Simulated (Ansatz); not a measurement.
# BBrGeH4, SMILES [BH2][GeH2][Br]: a rigid scan of one bond length

Program: Ansatz 0.2.0, Python API.

Script `scan.py`:
```python
"""Potential curve of BBrGeH4 along one bond."""

import ansatz as az
import numpy as np

GEOMETRY = """
B    -0.99690   -0.14860   -0.67580
Ge    0.60940   -0.11190    0.46110
Br    1.56490    2.00100    0.39530
H    -1.61870   -1.07500   -0.79730
H    -1.36570    0.87420   -1.27130
H     0.22800   -0.44860    1.91940
H     1.64010   -1.15920   -0.07710
"""


def main() -> None:
    molecule = az.Crystal.molecule()
    for line in GEOMETRY.strip().splitlines():
        symbol, *xyz = line.split()
        molecule = molecule.atom(symbol, [float(v) for v in xyz])

    symbols = [site.symbol for site in molecule.cartesian_sites]
    start = np.array([site.position_ang for site in molecule.cartesian_sites])
    axis = (start[2] - start[1]) / np.linalg.norm(start[2] - start[1])
    moving = [2]
    lengths, energies = [2.041, 2.134, 2.227, 2.32, 2.413, 2.505, 2.598, 2.737], []
    for length in lengths:
        xyz = start.copy()
        xyz[moving] += (length - np.linalg.norm(start[2] - start[1])) * axis
        point = az.Crystal.molecule()
        for symbol, place in zip(symbols, xyz):
            point = point.atom(symbol, place.tolist())
        base = (
            point.calculation()
            .basis(gaussian="def2-SVP")  # atom-centred Gaussian functions
            .correlation("MP2")
            .accuracy("medium")
        )
        data = base.run(threads=1, pin="off").report
        energies.append(data["free_energy_ev"])
        print(f"r = {length:6.3f} A  E = {energies[-1]:.5f} eV  <S^2> = {abs(data['mean_field']['state']['spin_squared']):.3f}")

    # quartic fit about the minimum
    fit = np.polynomial.Polynomial.fit(lengths, np.array(energies) - min(energies), 4).convert()
    roots = [r.real for r in fit.deriv().roots() if abs(r.imag) < 1e-9 and fit.deriv(2)(r.real) > 0]
    r_e = min(roots, key=lambda r: abs(r - lengths[int(np.argmin(energies))]))
    print(f"minimum of the fit at {r_e:.4f} A, force constant {fit.deriv(2)(r_e):.2f} eV/A^2")


if __name__ == "__main__":
    main()
```

```console
$ python scan.py
r =  2.041 A  E = -127205.31018 eV  <S^2> = 0.000
r =  2.134 A  E = -127205.82367 eV  <S^2> = 0.000
r =  2.227 A  E = -127206.07736 eV  <S^2> = 0.000
r =  2.320 A  E = -127206.14918 eV  <S^2> = 0.000
r =  2.413 A  E = -127206.09512 eV  <S^2> = 0.000
r =  2.505 A  E = -127205.95741 eV  <S^2> = 0.000
r =  2.598 A  E = -127205.76202 eV  <S^2> = 0.000
r =  2.737 A  E = -127205.40866 eV  <S^2> = 0.000
minimum of the fit at 2.3196 A, force constant 14.65 eV/A^2
```

Notes:
- These settings explore the input space; basis and method may be short of convergence.
- The rest of the molecule is held rigid at a force-field or estimated start geometry, and the basis set is modest; single-reference methods fail as a bond breaks.
- The orbitals are restricted, so S² is zero by construction.
- S² is that of the Hartree-Fock reference.
- Timing: 37 s on 1 thread of AMD EPYC 7R43 64-Core Processor (Zen 3), on a shared host, peak memory 0.27 GiB.

(Lines on the test bed's own set-up are left out of the output.)
